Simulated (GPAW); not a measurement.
The system is CdBr.

```
Cd Br
1.0
     0.00000    3.07239    3.07239
     3.07239    0.00000    3.07239
     3.07239    3.07239    0.00000
Cd Br
1 1
Cartesian
  0.0000 0.0000 0.0000
  3.0724 3.0724 3.0724
```

The cell was built by a generator and needn't be a form met in nature.

| Quantity | Value |
| --- | --- |
| Program | GPAW 26.7.0 |
| Task | relaxation of cell and atoms |
| Functional | revPBE |
| Dispersion | D3(BJ) |
| Potentials or basis | the program's PAW data sets (release 1.2.1) made for this functional |
| Cutoff | 600 eV |
| Basis | pw |
| k mesh | 8 × 8 × 8 |
| Occupations | fermi-dirac, width 0.05 eV |
| Spin | no spin polarisation |

At the start: pressure -0.9 GPa; volume 29.00 Å³/atom.

Question: Where does the relaxation end?

Answer: Over 3 steps the energy falls by 2.5 meV/atom and the volume is 28.11 Å³/atom (-3.1 %); space group Fm-3m (No. 225, to 0.05 Å).

Step by step:
| step | energy change (eV) | largest force (eV/Å) | pressure (GPa) | volume (Å³) |
| --- | --- | --- | --- | --- |
| 1 | 0.0000 | 0.0000 | -0.86 | 58.00 |
| 2 | -0.0010 | 0.0000 | -0.77 | 57.81 |
| 3 | -0.0049 | 0.0000 | 0.04 | 56.21 |

Final structure:
```
Cd Br
1.0
     0.00000    3.04043    3.04043
     3.04043    0.00000    3.04043
     3.04043    3.04043    0.00000
Cd Br
1 1
Direct
  0.00000 0.00000 0.00000
  0.50000 0.50000 0.50000
```

Caveat: later steps reuse the first step's grids; an odd number of electrons without spin polarisation forces a metal; a magnetic or distorted state may lie lower; pairwise dispersion overbinds metals, which lowers pressure and volume.
